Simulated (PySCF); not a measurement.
# SbF₃: structure of the singlet

Where does singlet SbF₃ go from a T-shaped start, is the end point a minimum, and what are its modes, charges and moments?

The runs use PySCF 2.14.0; PBE, basis Sb def2-TZVP with ECP28, F def2-TZVP, scalar-relativistic core potentials, no spin–orbit coupling, density fitting.

**1. Where the work starts**

4 atoms, charge 0, spin multiplicity 1.

Bond lengths: Sb1–F2 2.040 Å, Sb1–F3 2.040 Å, Sb1–F4 2.040 Å. Angles: F2–Sb1–F3 88.0°, F2–Sb1–F4 88.0°, F3–Sb1–F4 176.0°.

Z-matrix (Å, degrees; charge 0 multiplicity 1):
```
Sb
F  1 2.0400
F  1 2.0400 2 88.00
F  1 2.0400 2 88.00 3 180.00
```

**2. Finding the electronic state**

One driver script runs all steps and calls PySCF; scf.py shows how it sets up the SCF of each step. The optimiser is the driver's own. After this first run the driver tries any further starts and a stability analysis.

scf.py reads:

```python
from pyscf import gto, scf, dft
mol = gto.M(atom='''
Sb     0.000000     0.000000     0.000000
F      0.000000     0.000000     2.040000
F      2.038800     0.000000     0.071200
F     -2.038800     0.000000     0.071200''',
    basis={'Sb': 'def2-TZVP', 'F': 'def2-TZVP'},
    ecp={'Sb': 'def2-TZVP'},
    charge=0, spin=0)
mf = dft.RKS(mol, xc='PBE')
mf.grids.atom_grid = (50, 194)
aux = {'Sb': 'def2-universal-JKFIT', 'F': 'def2-universal-JKFIT'}
mf = mf.density_fit(auxbasis=aux)
mf.conv_tol = 1e-08
mf.diis_space = 10
mf.max_cycle = 60
mf.init_guess = 'minao'
mf.verbose = 4
mf.kernel()
```

Started as:

```console
> OMP_NUM_THREADS=2 python axn.py task.json out
```

Log:

```text
init E= -501.523264018097
  HOMO = -0.754724758972947  LUMO = -0.708325007076468  gap/eV = 1.26260
cycle= 1 E= -538.269461073475  delta_E= -36.7  |g|= 2.97  |ddm|= 14.9
  HOMO = -0.0758248894313915  LUMO = 0.0206579307835959  gap/eV = 2.62543
cycle= 2 E= -537.527504589275  delta_E= 0.742  |g|= 3.97  |ddm|= 8.43
  HOMO = -0.216837627480817  LUMO = -0.140196329795952  gap/eV = 2.08552
cycle= 3 E= -539.596192852815  delta_E= -2.07  |g|= 0.835  |ddm|= 4.41
  HOMO = -0.319706555970765  LUMO = -0.202721978832759  gap/eV = 3.18331
cycle= 4 E= -539.612442091574  delta_E= -0.0162  |g|= 0.674  |ddm|= 0.882
  HOMO = -0.292189491662469  LUMO = -0.212895946181305  gap/eV = 2.15769
cycle= 5 E= -539.684635041006  delta_E= -0.0722  |g|= 0.168  |ddm|= 0.509
  HOMO = -0.291433905749287  LUMO = -0.204324149355269  gap/eV = 2.37038
cycle= 6 E= -539.691116331056  delta_E= -0.00648  |g|= 0.0178  |ddm|= 0.146
  HOMO = -0.290175347285594  LUMO = -0.203709905406953  gap/eV = 2.35284
cycle= 7 E= -539.691078470398  delta_E= 3.79e-05  |g|= 0.0235  |ddm|= 0.0218
  HOMO = -0.290904912066615  LUMO = -0.203671337410437  gap/eV = 2.37375
cycle= 8 E= -539.691174304658  delta_E= -9.58e-05  |g|= 0.00195  |ddm|= 0.0133
  HOMO = -0.29086733907517  LUMO = -0.203705220459963  gap/eV = 2.37180
cycle= 9 E= -539.691174860064  delta_E= -5.55e-07  |g|= 0.000601  |ddm|= 0.00251
  HOMO = -0.290896220290136  LUMO = -0.20371674422065  gap/eV = 2.37227
cycle= 10 E= -539.691174917925  delta_E= -5.79e-08  |g|= 0.000116  |ddm|= 0.000559
  HOMO = -0.290902146780887  LUMO = -0.203717178056923  gap/eV = 2.37242
cycle= 11 E= -539.691174920678  delta_E= -2.75e-09  |g|= 6.89e-06  |ddm|= 8.39e-05
  HOMO = -0.290900499573354  LUMO = -0.203716490813406  gap/eV = 2.37240
Extra cycle  E= -539.691174920593  delta_E= 8.47e-11  |g|= 2.31e-05  |ddm|= 1.78e-05
converged SCF energy = -539.691174920593
```

This step, with its further starts and checks, ran for 10 s (2 threads of Arm Neoverse V2, shared host).

No lower closed-shell solution turned up in the test of internal stability.

**3. Relaxing the singlet from the T-shaped start**

The program finds C2v symmetry in the start, which this walk keeps. Threshold on the gradient: 0.0003 Eh/bohr, with a further test on the energy change.

scf.py: that of step 2 with these lines changed.

```diff
@@ -3,4 +3,4 @@
-Sb     0.000000     0.000000     0.000000
-F      0.000000     0.000000     2.040000
-F      2.038800     0.000000     0.071200
-F     -2.038800     0.000000     0.071200''',
+Sb     0.000000     0.000000    -0.233065
+F      0.000000     0.000000     1.806935
+F      2.038800    -0.000000    -0.161865
+F     -2.038800     0.000000    -0.161865''',
@@ -17 +16,0 @@
-mf.init_guess = 'minao'
```

Energy and gradient, step by step:

```tsv
step	energy (Eh)	change (kJ/mol)	largest symmetric gradient (Eh/bohr)
0	-539.691175	0.00	0.04347
1	-539.698557	-19.38	0.00252
2	-539.698844	-20.14	0.00319
3	-539.698946	-20.40	0.00127
4	-539.698957	-20.43	0.00019
5	-539.698957	-20.43	0.00002
```

The walk took 16 s.

End point (C2v, 5 steps, 20.4 kJ/mol gained): Sb–F 1.906 Å, Sb–F 1.994 Å (×2); F–Sb–F 85.6° (×2), F–Sb–F 171.3°.

**4. Frequencies**

The point is checked on the finer grid, and tightened if its gradient asks for it. The Hessian and the dipole derivatives come from central differences of analytic gradients, with steps of 0.02 bohr.

scf.py: that of step 3 with these lines changed.

```diff
@@ -3,4 +3,4 @@
-Sb     0.000000     0.000000    -0.233065
-F      0.000000     0.000000     1.806935
-F      2.038800    -0.000000    -0.161865
-F     -2.038800     0.000000    -0.161865''',
+Sb     0.000000    -0.000000    -0.232164
+F      0.000000    -0.000000     1.674094
+F      1.989548    -0.000000    -0.088328
+F     -1.989548     0.000000    -0.088328''',
@@ -11 +11 @@
-mf.grids.atom_grid = (50, 194)
+mf.grids.atom_grid = (75, 302)
@@ -14 +14 @@
-mf.conv_tol = 1e-08
+mf.conv_tol = 1e-10
```

The driver hands on the density of the step before, so the log starts near convergence.

SCF at the final geometry:

```text
init E= -539.69908455225
  HOMO = -0.2832330487824  LUMO = -0.191227090516747  gap/eV = 2.50361
cycle= 1 E= -539.699084551577  delta_E= 6.73e-10  |g|= 6.41e-05  |ddm|= 4.91e-05
  HOMO = -0.28323150667989  LUMO = -0.191227383973327  gap/eV = 2.50356
cycle= 2 E= -539.699084543361  delta_E= 8.22e-09  |g|= 0.000224  |ddm|= 0.000171
  HOMO = -0.283232545455881  LUMO = -0.191227255028551  gap/eV = 2.50359
cycle= 3 E= -539.699084552304  delta_E= -8.94e-09  |g|= 5.64e-06  |ddm|= 0.000133
  HOMO = -0.28323269720606  LUMO = -0.191227218393049  gap/eV = 2.50360
cycle= 4 E= -539.699084552311  delta_E= -7.28e-12  |g|= 2.48e-07  |ddm|= 3.21e-06
  HOMO = -0.283232658939578  LUMO = -0.191227187796887  gap/eV = 2.50360
Extra cycle  E= -539.699084552312  delta_E= -6.82e-13  |g|= 3.71e-07  |ddm|= 5.85e-07
converged SCF energy = -539.699084552312
```

The whole step took 56 s.

Geometry: C2v; Sb–F 1.906 Å, Sb–F 1.995 Å (×2); F–Sb–F 85.9° (×2), F–Sb–F 171.7°.

Modes, for the most abundant isotopes:

```
symmetry  ω (cm⁻¹)  IR (km/mol)     type
      b1      173i          7.5     bend
      a1       152         16.3     bend
      b2       261          4.5     bend
      a1       514          0.3  stretch
      b2       521          223  stretch
      a1       623         73.2  stretch
```

1 mode is imaginary, the largest at 173i cm⁻¹: a saddle point, not a minimum.

Constants and moments:

```
Dipole moment                                                   : 2.46 D
Highest occupied level                                          : -7.71 eV
Lowest empty level                                              : -5.20 eV
Rotational constants                                            : 0.2807, 0.1121, 0.0801 cm⁻¹
Zero-point energy (real modes)                                  : 12.4 kJ/mol
Principal polarisabilities                                      : 29.1, 35.9, 48.5 bohr³
Atomisation energy without zero-point energy                    : 1271 kJ/mol
Principal traceless quadrupole moments about the centre of mass : -13.49, 2.30, 11.18 D Å
```

Populations by atom (charges in e):

```
atom  Mulliken  Löwdin  polar tensor  Mayer order to Sb1
 Sb1      1.19    0.83          1.74                   –
  F2     -0.36   -0.21         -0.53                0.98
F3,4     -0.42   -0.31         -0.61                0.90
```

Mulliken populations on Sb1 (outside its core potential): s 3.94, p 7.41, d 10.33, f 0.13.

**5. Downhill along the imaginary mode**

The atoms are moved a little along the softest imaginary mode and relaxed again.

The program finds Cs symmetry in the start, which this walk keeps. Threshold on the gradient: 0.0003 Eh/bohr, with a further test on the energy change.

scf.py: that of step 4 with these lines changed.

```diff
@@ -3,4 +3,4 @@
-Sb     0.000000    -0.000000    -0.232164
-F      0.000000    -0.000000     1.674094
-F      1.989548    -0.000000    -0.088328
-F     -1.989548     0.000000    -0.088328''',
+Sb    -0.000000    -0.034867    -0.234297
+F     -0.000000    -0.018109     1.671961
+F      1.989548     0.120000    -0.090461
+F     -1.989548     0.120000    -0.090461''',
@@ -11 +11 @@
-mf.grids.atom_grid = (75, 302)
+mf.grids.atom_grid = (50, 194)
@@ -14 +14 @@
-mf.conv_tol = 1e-10
+mf.conv_tol = 1e-08
```

Steps of the walk:

```tsv
step	energy (Eh)	change (kJ/mol)	largest symmetric gradient (Eh/bohr)
0	-539.700432	0.00	0.00849
1	-539.708789	-21.94	0.01471
2	-539.717861	-45.76	0.03863
3	-539.731362	-81.21	0.02812
4	-539.746955	-122.14	0.00589
5	-539.748704	-126.74	0.01330
6	-539.750490	-131.43	0.00502
7	-539.751064	-132.93	0.00193
8	-539.751070	-132.95	0.00132
9	-539.751076	-132.96	0.00021
10	-539.751076	-132.96	0.00011
```

The walk took 36 s.

Geometry (Å) and forces (eV/Å) at some steps:

```
step 0
Sb   0.000  -0.035  -0.234   0.000  -0.437   0.043
F    0.000  -0.018   1.672   0.000  -0.038  -0.007
F    1.990   0.120  -0.090  -0.174   0.238  -0.018
F   -1.990   0.120  -0.090   0.174   0.238  -0.018
step 1
Sb   0.000  -0.223  -0.177   0.000  -0.729   0.242
F    0.000  -0.043   1.723   0.000  -0.061  -0.058
F    1.965   0.226  -0.145  -0.756   0.395  -0.092
F   -1.965   0.226  -0.145   0.756   0.395  -0.092
step 5
Sb   0.000  -0.656   0.046   0.000   0.681  -0.086
F    0.000  -0.149   1.886   0.000  -0.104   0.175
F    1.526   0.496  -0.338  -0.603  -0.289  -0.044
F   -1.526   0.496  -0.338   0.603  -0.289  -0.044
step 10
Sb   0.000  -0.673   0.101   0.000   0.002   0.009
F    0.000  -0.196   1.957   0.000   0.027   0.005
F    1.409   0.528  -0.401  -0.002  -0.015  -0.007
F   -1.409   0.528  -0.401   0.002  -0.015  -0.007
```

It settles in C3v symmetry, 133.0 kJ/mol below the start, after 10 steps: Sb–F 1.918 Å (×3); F–Sb–F 94.6°, F–Sb–F 95.6° (×2).

**6. Vibrations and properties at this point**

As before: finer grid, then central differences.

scf.py: that of step 5 with these lines changed.

```diff
@@ -3,4 +3,4 @@
-Sb    -0.000000    -0.034867    -0.234297
-F     -0.000000    -0.018109     1.671961
-F      1.989548     0.120000    -0.090461
-F     -1.989548     0.120000    -0.090461''',
+Sb    -0.000026    -0.302641    -0.092890
+F      0.007594     0.167767     1.766332
+F      1.416011     0.891109    -0.590738
+F     -1.423438     0.887499    -0.578188''',
@@ -11 +11 @@
-mf.grids.atom_grid = (50, 194)
+mf.grids.atom_grid = (75, 302)
@@ -14 +14 @@
-mf.conv_tol = 1e-08
+mf.conv_tol = 1e-10
```

SCF at the final geometry:

```text
init E= -539.751086464592
  HOMO = -0.310082295234867  LUMO = -0.0922985611205856  gap/eV = 5.92620
cycle= 1 E= -539.751086464567  delta_E= 2.5e-11  |g|= 1.36e-05  |ddm|= 1.01e-05
  HOMO = -0.310082378598267  LUMO = -0.0922984930108715  gap/eV = 5.92620
cycle= 2 E= -539.751086464359  delta_E= 2.08e-10  |g|= 3.8e-05  |ddm|= 2.73e-05
  HOMO = -0.310082284104219  LUMO = -0.092298447590697  gap/eV = 5.92620
cycle= 3 E= -539.751086464597  delta_E= -2.38e-10  |g|= 6.17e-07  |ddm|= 2.01e-05
  HOMO = -0.310082287303846  LUMO = -0.0922984676165837  gap/eV = 5.92620
cycle= 4 E= -539.751086464595  delta_E= 1.93e-12  |g|= 2.55e-07  |ddm|= 6.57e-07
  HOMO = -0.310082316391192  LUMO = -0.092298471046471  gap/eV = 5.92620
Extra cycle  E= -539.751086464595  delta_E=    0  |g|= 6.2e-07  |ddm|= 4.45e-07
converged SCF energy = -539.751086464595
```

The whole step ran for 39 s (2 threads of Arm Neoverse V2, shared host).

Geometry: C3v; Sb–F 1.918 Å (×3); F–Sb–F 95.5° (×3).

Modes, for the most abundant isotopes:

```
symmetry  ω (cm⁻¹)  IR (km/mol)
       e       183          8.4
      a1       225         18.8
       e       602          204
      a1       623         59.9
```

Every mode is real; the point is a minimum.

Constants and moments:

| Property | Result |
| --- | --- |
| Dipole moment | 3.68 D |
| Highest occupied level | -8.44 eV |
| Lowest empty level | -2.51 eV |
| Rotational constants | 0.1466, 0.1466, 0.1101 cm⁻¹ |
| Zero-point energy | 14.5 kJ/mol |
| Principal polarisabilities | 32.4, 36.1, 36.1 bohr³ |
| Atomisation energy without zero-point energy | 1408 kJ/mol |
| Principal traceless quadrupole moments about the centre of mass | -1.70, -1.70, 3.41 D Å |
| Entropy at 298.15 K and 1 bar | 305.9 J/(mol K) |
| Heat capacity Cp at 298.15 K | 69.1 J/(mol K) |
| Enthalpy at 298.15 K above 0 K | 15.59 kJ/mol |
| Rotational symmetry number | 3 |

Charges (e) and bond orders:

```json
{"atom": "Sb1", "Mulliken": "1.22", "Löwdin": "0.74", "polar tensor": "1.77", "Mayer order to Sb1": "–"}
{"atom": "F2,3,4", "Mulliken": "-0.41", "Löwdin": "-0.25", "polar tensor": "-0.59", "Mayer order to Sb1": "0.93"}
```

Mulliken populations on Sb1 (outside its core potential): s 3.88, p 7.45, d 10.30, f 0.15.

**7. The points found, side by side**

| spin | group | bonds | imaginary modes (cm⁻¹) | ΔE (kJ/mol) | with zero-point energy |
| --- | --- | --- | --- | --- | --- |
| singlet | C3v | Sb–F 1.918 Å (×3) | none | 0.0 | 0.0 |
| singlet | C2v | Sb–F 1.906 Å, Sb–F 1.995 Å (×2) | 173i | 136.5 | – |

**8. Summary of results**

| quantity | value |
| --- | --- |
| minimum | singlet, C3v |
| geometry | Sb–F 1.918 Å (×3); F–Sb–F 95.5° (×3) |
| wavenumbers (cm⁻¹) | 183 (e), 225 (a1), 602 (e), 623 (a1) |
| dipole moment | 3.68 D |
| highest occupied, lowest empty level | -8.44, -2.51 eV |
| polar-tensor charge of Sb1 | +1.77 e |
| zero-point energy | 14.5 kJ/mol |
| entropy at 298.15 K | 305.9 J/(mol K) |
| atomisation energy (no zero-point energy) | 1408 kJ/mol |

From C2v at the start the molecule goes to a C3v minimum, after a stop at a saddle point 136.5 kJ/mol higher, from which it was pushed off along an imaginary mode. The strongest infrared band lies at 602 cm⁻¹ (e, stretch). Only this shape and spin were tried, so other structures or states may lie lower. Spin–orbit coupling is left out.

The search up to here took 2.6 min.
